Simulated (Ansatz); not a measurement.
**GeH3 (doublet): RPA-PBE over a scan of the distance Ge1–H3, 6-31G**

Aim: run GeH3 (doublet) with these functionals over a scan of the distance Ge1–H3, and hold them against the top wave-function level at the same points.

Computed with Ansatz 0.2.0, Gaussian basis. Level: 6-31G, all electrons in the functionals, frozen cores in the correlation of double hybrids and RPA.

Plan: RPA-PBE, at 1.227 Å; 1.402 Å; 1.539 Å; 1.657 Å; 1.855 Å; 2.152 Å; 2.505 Å; 2.793 Å; 3.364 Å; 4.097 Å; 5.281 Å.

20 further runs of the same task are left out: 13 that didn't finish, 7 set aside as unsound or not needed. Runs told in other sessions of the task aren't counted.

## (1) The system

The geometry derives from a PBE0/def2-TZVP stationary point (not a proven minimum). One bond is set to the value named and the two fragments are kept rigid. No spin-orbit coupling is included. The filled d shell of Ge may be among the frozen orbitals whatever the setting's name suggests.

4 atoms, charge 0, spin multiplicity 2.

Atoms are counted from 1 here; the program's logs count them from 0.

Bond lengths: Ge1–H2 1.539 Å, Ge1–H3 1.539 Å, Ge1–H4 1.539 Å. Angles: H2–Ge1–H3 111.2°, H2–Ge1–H4 111.2°, H3–Ge1–H4 111.2°.

No dispersion term is added.

The geometry shown and the zero of energy belong to the point 1.539 Å. The yardstick, FCI, and other wave-function levels (R restricted, U unrestricted, valence and pair active spaces) come from earlier runs.

## (2) RPA-PBE, 1.227 Å

The input, in.yaml:

```yaml
crystal:
  periodic: [false, false, false]
  atoms:
    - {symbol: Ge, position_ang: [-0.001987, 0.003403, -0.017468]}
    - {symbol: H, position_ang: [1.462985, 0.020296, 0.453835]}
    - {symbol: H, position_ang: [-0.598596, 1.008830, 0.354960]}
    - {symbol: H, position_ang: [-0.721170, -1.274373, 0.450099]}
basis:
  gaussian: {orbitals: 6-31G}
magnetization: {spin_polarized: true, initial_magnetization: 1}
hamiltonian: {xc: {name: PBE}}
correlation: {method: rpa, electrons: outside_noble_gas}
```

Command:

```
ansatz run in.yaml --threads 1 --pin off --events-out ev --progress --plain --max-ram 2393MiB
```

After this run come: RPA-PBE, 1.402 Å; RPA-PBE, 1.539 Å; RPA-PBE, 1.657 Å; RPA-PBE, 1.855 Å; RPA-PBE, 2.152 Å; RPA-PBE, 2.505 Å; RPA-PBE, 2.793 Å; RPA-PBE, 3.364 Å; RPA-PBE, 4.097 Å; RPA-PBE, 5.281 Å.

Q: Predict the results of all the runs planned. Wanted: span of the FCI curve; largest miss, RPA-PBE.

**Answer**, as computed:

```
             quantity                value
span of the FCI curve             2.781 eV
largest miss, RPA-PBE  -0.116 eV (5.281 Å)
```

What this shows: RPA-PBE strays by up to 0.116 eV, at 5.281 Å. Functionals and the yardstick converge differently with the basis, so part of each miss in 6-31G is the basis.
